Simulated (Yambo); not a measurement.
# ZrB (Fm-3m) in Yambo: further runs

One crystal, ZrB, is run at these levels: PBEsol; tasks: optical spectrum.

All numbers are computed with Yambo 5.3.0; they aren't measurements. Logs are shortened: lines on timing, memory, paths and dates and some standing lists are left out, and cuts for length are marked.

### 1 The structure

It takes space group Fm-3m (No. 225, cubic). The conventional cell has a = 4.650 Å, b = 4.650 Å, c = 4.650 Å, α = 90.00°, β = 90.00°, γ = 90.00°. Zr (site symmetry m-3m) has 6 B at 2.33 Å as nearest neighbours. B (site symmetry m-3m) is surrounded by 6 Zr at 2.33 Å.

### 2 Optical spectrum, PBEsol

Input file optics4.in:

```
optics
chi
Chimod= "HARTREE"
% BndsRnXd
 1 | 38 |
%
NGsBlkXd= 4 Ry
% LongDrXd
 1 | 1 | 0 |
%
% QpntsRXd
 1 | 1 |
%
% EnRngeXd
 0 | 20 | eV
%
% DmRngeXd
 0.1 | 0.1 | eV
%
ETStpsXd= 200
```

Input file scf.in:

```
&CONTROL
  calculation = 'scf'
  prefix = 'pwscf'
  outdir = './tmp'
  pseudo_dir = './pseudo'
/
&SYSTEM
  ibrav = 0
  nat = 2
  ntyp = 2
  ecutwfc = 76
  nbnd = 13
  occupations = 'smearing'
  smearing = 'fd'
  degauss = 0.00367493
  force_symmorphic = .true.
/
&ELECTRONS
  conv_thr = 4d-10
  electron_maxstep = 120
  mixing_beta = 0.5
/
ATOMIC_SPECIES
Zr    91.2240 Zr.upf
B     10.8100 B.upf
CELL_PARAMETERS angstrom
   0.0000000000    2.3250000000    2.3250000000
   2.3250000000    0.0000000000    2.3250000000
   2.3250000000    2.3250000000    0.0000000000
ATOMIC_POSITIONS crystal
Zr     0.0000000000    0.0000000000    0.0000000000
B      0.5000000000    0.5000000000    0.5000000000
K_POINTS automatic
20 20 20 0 0 0
```

Input file nscf.in:

```
&CONTROL
  calculation = 'nscf'
  prefix = 'pwscf'
  outdir = './tmp'
  pseudo_dir = './pseudo'
/
&SYSTEM
  ibrav = 0
  nat = 2
  ntyp = 2
  ecutwfc = 76
  nbnd = 38
  occupations = 'smearing'
  smearing = 'fd'
  degauss = 0.00367493
  force_symmorphic = .true.
/
&ELECTRONS
  conv_thr = 1d-08
  diago_full_acc = .true.
  diago_thr_init = 1d-06
/
ATOMIC_SPECIES
Zr    91.2240 Zr.upf
B     10.8100 B.upf
CELL_PARAMETERS angstrom
   0.0000000000    2.3250000000    2.3250000000
   2.3250000000    0.0000000000    2.3250000000
   2.3250000000    2.3250000000    0.0000000000
ATOMIC_POSITIONS crystal
Zr     0.0000000000    0.0000000000    0.0000000000
B      0.5000000000    0.5000000000    0.5000000000
K_POINTS automatic
20 20 20 0 0 0
```

Potentials or basis: PseudoDojo 0.4.1 SR PBEsol standard.

Launch:

```console
$ OMP_NUM_THREADS=1 pw.x -in scf.in > scf.out
$ OMP_NUM_THREADS=1 pw.x -in nscf.in > nscf.out
$ cd tmp/pwscf.save; p2y; mv SAVE ../..; cd ../..
$ OMP_NUM_THREADS=1 yambo
$ OMP_NUM_THREADS=1 yambo -F optics4.in -J optics4 -C optics4_out
```

Yambo's report:

```text
[... sections 02.01 to 02.04 as in the set-up run ...]

  [02.05] Energies & Occupations
  ==============================

  [X] === General ===
  [X] Electronic Temperature                        :  0.258606E-1   300.100    [eV K]
  [X] Bosonic    Temperature                        :  0.258606E-1   300.100    [eV K]
  [X] Finite Temperature mode                       : yes
  [X] El. density                                   :  0.59675E+24 [cm-3]
  [X] Fermi Level                                   :  14.55972 [eV]

  [X] === Gaps and Widths ===
  [X] Conduction Band Min                           :  14.55972 [eV]
  [X] Valence Band Max                              :  14.55972 [eV]
  [X] Filled Bands                                  :   5
  [X] Metallic Bands                                :   6   8
  [X] Empty Bands                                   :    9   38

  [X] === Metallic Characters ===
  [X] N of el / N of met el                         :  15.00000   4.75620
  [X] Average metallic occ.                         :  0.396350

  [WARNING] [X] Metallic system

 [03] Transferred momenta grid and indexing
 ==========================================

 IBZ Q-points                                      :  256
 BZ  Q-points                                      :   8000

 K/Q-points units:
 rlu = crystal or reduced units; cc = cartesian coordinates; iku = interal k-units

 Q [  1]        [rlu]:  0.000000  0.000000  0.000000
 Q [  2]        [rlu]: -0.39336E-18 -0.39336E-18  0.50000E-01
 Q [  3]        [rlu]: -0.78672E-18 -0.78672E-18  0.10000
 Q [  4]        [rlu]:  0.15598E-17  0.15598E-17  0.15000
 Q [  5]        [rlu]: -0.43207E-16 -0.15734E-17  0.20000
 Q [  6]        [rlu]: -0.20044E-16 -0.20044E-16  0.25000
[... 42 lines left out ...]
 Q [ 49]        [rlu]: -0.16332E-16  0.15000      0.20000
 Q [ 50]        [rlu]: -0.17430E-16  0.15000      0.25000

 Remaining 206 points informations can be written running with -fatlog

 [04] Dipoles
 ============

  [04.01] Setup: observables and procedures
  =========================================

  [WF-Oscillators/G space/Transverse up loader] Normalization (few states)  min/max  :  0.66056E-17   1.0000

  [WR./optics4//ndb.dipoles]------------------------------------------------------
   Brillouin Zone Q/K grids (IBZ/BZ)                :    256   8000    256   8000
   RL vectors                                       :  2637 [WF]
   Fragmentation                                    : yes
   Electronic Temperature                           :  300.1000 [K]
   Bosonic    Temperature                           :  300.1000 [K]
   DIP band range                                   :    1   38
   DIP band range limits                            :   8   6
   DIP e/h energy range                             : -1.000000 -1.000000 [eV]
   RL vectors in the sum                            :  2637
   [r,Vnl] included                                 : yes
   Bands ordered                                    : yes
   Direct v evaluation                              : no
   Approach used                                    : G-space v
   Dipoles computed                                 : R V P [G-space]
   Wavefunctions                                    : Perdew, Burke & Ernzerhof SOL(X)+Perdew, Burke & Ernzerhof SOL(C)

  [WARNING] [r,Vnl^pseudo] included in position and velocity dipoles.

  [WARNING] In case H contains other non local terms, these are neglected

 [05] Optics
 ===========

 [X-CG] R(p) Tot o/o(of R):    48689  1933211      100

 [WARNING] The system is a metal but Drude term not included.
```

o-optics4.eps_q1_inv_rpa_dyson:

```text
# Absorption @ Q(1):  0.707106781     0.707106781      0.00000000    [q->0 direction]
#
# [ X ] Hartree size                              :  27
# [GEN] GF Energies                               : Perdew, Burke & Ernzerhof SOL(X)+Perdew, Burke & Ernzerhof SOL(C)
# [GEN] Green`s Function                          : Retarded
#
# [GEN] Gauge                                     : Length
# [GEN] [r,Vnl] included                          : yes
#
#    E[1] [eV]          Im(eps)            Re(eps)            Im(eps_o)          Re(eps_o)
#
        0.000000           0.372919E-6        47.11472          -0.14930E-15        47.52099
        0.100503           6.813923           48.06309           6.821606           48.47163
        0.201005           17.88731           45.13326           17.90706           45.54709
        0.301508           22.56125           39.15878           22.62618           39.57581
        0.402010           31.59020           29.42268           31.63069           29.73755
        0.502513           27.84096           18.06711           27.82192           18.42893
[... 192 lines left out ...]
        19.89950           0.525553          -0.054916           0.568391           0.209193
        20.00000           0.459296          -0.053485           0.522417           0.200172
#
```

Run time: 4.5 min. Hardware: 1 thread of Arm Neoverse V1, shared host; peak memory 1.6 GiB.

What came out:

| Property | Result |
| --- | --- |
| Band gap on the k mesh, mean-field level | none (metal or under the smearing width) |

Dielectric function (along the field direction of the input):
```csv
energy (eV),real part,imaginary part
0.30,39.16,22.56
0.80,13.44,15.29
1.31,7.39,12.39
1.81,7.39,9.80
2.31,6.62,9.26
2.81,8.00,7.27
3.32,8.92,8.73
3.82,7.94,11.58
4.32,4.82,9.08
4.82,4.05,8.18
5.33,3.75,8.40
5.83,1.97,9.52
6.33,-0.87,8.77
6.83,-0.24,6.92
7.34,-0.05,5.24
7.84,2.43,9.85
8.34,-3.49,4.02
8.84,-1.18,3.20
9.35,-0.71,3.83
9.85,-0.63,3.66
10.35,-0.06,3.17
10.85,1.27,4.08
11.36,-1.08,5.00
11.86,-2.26,3.86
12.36,-2.56,2.75
12.86,-1.99,1.62
13.37,-1.41,1.52
13.87,-1.39,1.05
14.37,-1.07,0.71
14.87,-0.57,0.57
15.38,-0.11,0.75
15.88,0.09,1.10
16.38,-0.36,1.19
16.88,-0.29,0.92
17.39,0.03,0.89
17.89,-0.13,0.95
18.39,-0.10,0.85
18.89,-0.20,0.76
19.40,-0.10,0.63
20.00,-0.05,0.46
```

Caveat: the intraband (Drude) term of the metal is left out; the ground state has no gap, which makes the many-body step unreliable; these spectra lack excitons.

### 3 Optical spectrum, PBEsol

Input file optics5.in:

```
optics
chi
tddft
Chimod= "LRC"
% BndsRnXd
 1 | 38 |
%
NGsBlkXd= 3 Ry
% LongDrXd
 1 | 0 | 0 |
%
% QpntsRXd
 1 | 1 |
%
% EnRngeXd
 0 | 20 | eV
%
% DmRngeXd
 0.1 | 0.1 | eV
%
ETStpsXd= 300
LRC_alpha= -0.1
```

scf.in is that of step 2.

nscf.in is that of step 2.

Potentials or basis: PseudoDojo 0.4.1 SR PBEsol standard.

Launch:

```console
$ OMP_NUM_THREADS=1 pw.x -in scf.in > scf.out
$ OMP_NUM_THREADS=1 pw.x -in nscf.in > nscf.out
$ cd tmp/pwscf.save; p2y; mv SAVE ../..; cd ../..
$ OMP_NUM_THREADS=1 yambo
$ OMP_NUM_THREADS=1 yambo -F optics5.in -J optics5 -C optics5_out
```

Yambo's report:

```text
[... sections 02.01 to 02.04 as in the set-up run ...]

  [02.05] Energies & Occupations
  ==============================

  [X] === General ===
  [X] Electronic Temperature                        :  0.258606E-1   300.100    [eV K]
  [X] Bosonic    Temperature                        :  0.258606E-1   300.100    [eV K]
  [X] Finite Temperature mode                       : yes
  [X] El. density                                   :  0.59675E+24 [cm-3]
  [X] Fermi Level                                   :  14.55972 [eV]

  [X] === Gaps and Widths ===
  [X] Conduction Band Min                           :  14.55972 [eV]
  [X] Valence Band Max                              :  14.55972 [eV]
  [X] Filled Bands                                  :   5
  [X] Metallic Bands                                :   6   8
  [X] Empty Bands                                   :    9   38

  [X] === Metallic Characters ===
  [X] N of el / N of met el                         :  15.00000   4.75620
  [X] Average metallic occ.                         :  0.396350

  [WARNING] [X] Metallic system

 [03] Transferred momenta grid and indexing
 ==========================================

 IBZ Q-points                                      :  256
 BZ  Q-points                                      :   8000

 K/Q-points units:
 rlu = crystal or reduced units; cc = cartesian coordinates; iku = interal k-units

 Q [  1]        [rlu]:  0.000000  0.000000  0.000000
 Q [  2]        [rlu]: -0.39336E-18 -0.39336E-18  0.50000E-01
 Q [  3]        [rlu]: -0.78672E-18 -0.78672E-18  0.10000
 Q [  4]        [rlu]:  0.15598E-17  0.15598E-17  0.15000
 Q [  5]        [rlu]: -0.43207E-16 -0.15734E-17  0.20000
 Q [  6]        [rlu]: -0.20044E-16 -0.20044E-16  0.25000
[... 42 lines left out ...]
 Q [ 49]        [rlu]: -0.16332E-16  0.15000      0.20000
 Q [ 50]        [rlu]: -0.17430E-16  0.15000      0.25000

 Remaining 206 points informations can be written running with -fatlog

 [04] Dipoles
 ============

  [04.01] Setup: observables and procedures
  =========================================

  [WF-Oscillators/G space/Transverse up loader] Normalization (few states)  min/max  :  0.66056E-17   1.0000

  [WR./optics5//ndb.dipoles]------------------------------------------------------
   Brillouin Zone Q/K grids (IBZ/BZ)                :    256   8000    256   8000
   RL vectors                                       :  2637 [WF]
   Fragmentation                                    : yes
   Electronic Temperature                           :  300.1000 [K]
   Bosonic    Temperature                           :  300.1000 [K]
   DIP band range                                   :    1   38
   DIP band range limits                            :   8   6
   DIP e/h energy range                             : -1.000000 -1.000000 [eV]
   RL vectors in the sum                            :  2637
   [r,Vnl] included                                 : yes
   Bands ordered                                    : yes
   Direct v evaluation                              : no
   Approach used                                    : G-space v
   Dipoles computed                                 : R V P [G-space]
   Wavefunctions                                    : Perdew, Burke & Ernzerhof SOL(X)+Perdew, Burke & Ernzerhof SOL(C)

  [WARNING] [r,Vnl^pseudo] included in position and velocity dipoles.

  [WARNING] In case H contains other non local terms, these are neglected

 [05] Optics
 ===========

 [X-CG] R(p) Tot o/o(of R):    48689  1933211      100

 [WARNING] The system is a metal but Drude term not included.
```

o-optics5.eps_q1_inv_LRC_dyson:

```text
# Absorption @ Q(1):   1.00000000      0.00000000      0.00000000    [q->0 direction]
#
# [ X ] Hartree size                              :  27
# [GEN] GF Energies                               : Perdew, Burke & Ernzerhof SOL(X)+Perdew, Burke & Ernzerhof SOL(C)
# [GEN] Green`s Function                          : Retarded
#
# [GEN] Gauge                                     : Length
# [GEN] [r,Vnl] included                          : yes
#
#    E[1] [eV]          Im(eps)            Re(eps)            Im(eps_o)          Re(eps_o)
#
        0.000000           0.942966E-6        73.84753           0.22993E-15        47.52099
        0.066890           10.39815           74.56156           4.130553           48.02246
        0.133779           25.67540           73.28006           10.18789           48.61678
        0.200669           40.50508           60.21841           17.87548           45.57630
        0.267559           41.71089           47.36560           21.06209           40.38915
        0.334448           47.68067           39.75314           25.77848           38.46022
[... 292 lines left out ...]
        19.93311           0.498405          -0.053853           0.556764           0.203673
        20.00000           0.451684          -0.046364           0.522417           0.200172
#
```

It took 4.5 min on 1 thread of Arm Neoverse V1, shared host; peak memory 1.6 GiB.

Results:

```yaml
Band_gap_on_the_k_mesh_mean-field_level: none (metal or under the smearing width)
```

Dielectric function (along the field direction of the input):
| energy (eV) | real part | imaginary part |
| --- | --- | --- |
| 0.27 | 47.37 | 41.71 |
| 0.74 | 11.00 | 18.16 |
| 1.27 | 6.98 | 14.41 |
| 1.74 | 7.52 | 11.58 |
| 2.27 | 6.50 | 10.56 |
| 2.74 | 7.70 | 7.93 |
| 3.28 | 8.91 | 9.53 |
| 3.75 | 7.77 | 11.59 |
| 4.28 | 3.99 | 9.56 |
| 4.82 | 3.45 | 8.51 |
| 5.28 | 2.78 | 8.45 |
| 5.82 | 1.33 | 9.59 |
| 6.29 | -1.27 | 9.10 |
| 6.82 | -0.57 | 6.77 |
| 7.29 | -0.44 | 5.31 |
| 7.83 | 1.88 | 9.72 |
| 8.36 | -3.26 | 3.63 |
| 8.83 | -1.31 | 3.11 |
| 9.36 | -0.80 | 3.72 |
| 9.83 | -0.71 | 3.58 |
| 10.37 | -0.12 | 3.12 |
| 10.84 | 1.13 | 3.95 |
| 11.37 | -1.24 | 4.82 |
| 11.84 | -2.29 | 3.70 |
| 12.37 | -2.52 | 2.60 |
| 12.91 | -1.86 | 1.49 |
| 13.38 | -1.38 | 1.47 |
| 13.91 | -1.33 | 1.00 |
| 14.38 | -1.03 | 0.68 |
| 14.92 | -0.49 | 0.53 |
| 15.38 | -0.10 | 0.74 |
| 15.92 | 0.06 | 1.13 |
| 16.45 | -0.38 | 1.07 |
| 16.92 | -0.29 | 0.89 |
| 17.46 | -0.01 | 0.90 |
| 17.93 | -0.13 | 0.90 |
| 18.46 | -0.13 | 0.84 |
| 18.93 | -0.19 | 0.72 |
| 19.46 | -0.11 | 0.60 |
| 20.00 | -0.05 | 0.45 |

Caveat: the intraband (Drude) term of the metal is left out; the ground state has no gap, which makes the many-body step unreliable; the long-range kernel's strength is typed, not fitted to the crystal's screening; independent-particle spectra lack excitons.
